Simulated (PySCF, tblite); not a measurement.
# C₅H₈FPSi: geometry, infrared bands and NMR shifts

What infrared bands and NMR shifts should C₅H₈FPSi (`Cc1[pH]cc(F)c1[SiH3]`) show?

The runs use tblite 0.8.0 and PySCF 2.14.0, with density-fitted response routines of our own; the level of theory stands in each step. All values are computed, except where a source is named. Atoms count from 0, in the outputs and in this text.

**1. Starting geometry**

16 atoms, charge 0, multiplicity 1; geometry from: force field or distance geometry start.

Bonds of the start (Å): C0–C1 1.48, C1–P2 1.91, P2–C3 1.85, C3–C4 1.34, C4–F5 1.34, C4–C6 1.45, C6–Si7 1.82, C6–C1 1.35, C0–H8 1.09, C0–H9 1.10, C0–H10 1.10, P2–H11 1.41, C3–H12 1.08, Si7–H13 1.48, Si7–H14 1.49, Si7–H15 1.49.

**2. Geometry optimisation with GFN2-xTB**

What the job is given:

```
{"job": {"kind": "relax", "xc": "GFN2-xTB", "basis": "xTB"}, "charge": 0, "multiplicity": 1}
C     -0.809900     1.837900    -0.764900
C      0.118800     0.828300    -0.219100
P      1.976200     1.261000    -0.090900
C      2.278000    -0.429600     0.586600
C      1.121800    -1.105100     0.700900
F      1.083800    -2.365300     1.161200
C     -0.083000    -0.422800     0.253900
Si    -1.657800    -1.330800     0.388300
H     -0.513900     2.122700    -1.777000
H     -0.824400     2.739200    -0.135100
H     -1.850800     1.475900    -0.822100
H      2.309700     1.007300    -1.441600
H      3.230400    -0.850900     0.890300
H     -1.709400    -2.183000     1.600700
H     -1.865800    -2.187300    -0.808600
H     -2.811300    -0.388600     0.466000
```

Launch:

```sh
OMP_NUM_THREADS=1 python probes_run.py task.json out
```

This one command runs all jobs of the session in turn.

**Question.** This job is followed by: GFN2-xTB harmonic vibrations, gas phase; GIAO PBE0/pcSseg-1 NMR shielding, non-relativistic, gas phase. What will the session give for the following? strongest single infrared mode (GFN2-xTB); zero-point energy (GFN2-xTB); 13C shifts against TMS (PBE0/pcSseg-1); 1H shifts against TMS (PBE0/pcSseg-1, means over atoms taken as alike); 31P shifts against H3PO4 (PBE0/pcSseg-1); 19F shifts against CFCl3 (PBE0/pcSseg-1); 29Si shifts against TMS (PBE0/pcSseg-1).

**Answer**, as computed:

| quantity | value |
| --- | --- |
| strongest single infrared mode (GFN2-xTB) | 2250 cm⁻¹, 340 km/mol |
| zero-point energy (GFN2-xTB) | 66.3 kcal/mol |
| 13C shifts against TMS (PBE0/pcSseg-1) | 176.6, 173.9, 138.6, 104.9, 22.9 ppm |
| 1H shifts against TMS (PBE0/pcSseg-1, means over atoms taken as alike) | 5.69, 4.97, 4.35, 2.56 ppm |
| 31P shifts against H3PO4 (PBE0/pcSseg-1) | -68.0 ppm |
| 19F shifts against CFCl3 (PBE0/pcSseg-1) | -93.3 ppm |
| 29Si shifts against TMS (PBE0/pcSseg-1) | -93.2 ppm |

In words: Over 37 steps the energy fell by 0.225 eV; of the close pairs, C1–P2 changed most, 1.911 to 1.831 Å. The lowest mode is imaginary (52i cm⁻¹), so the xTB geometry is not a minimum. Unscaled tight-binding wavenumbers are off by several per cent, some by more. Its intensities can rank the bands wrongly. At PBE0/pcSseg-1: The widest tensor belongs to C1: span 247 ppm, with a paramagnetic part of -254 ppm.
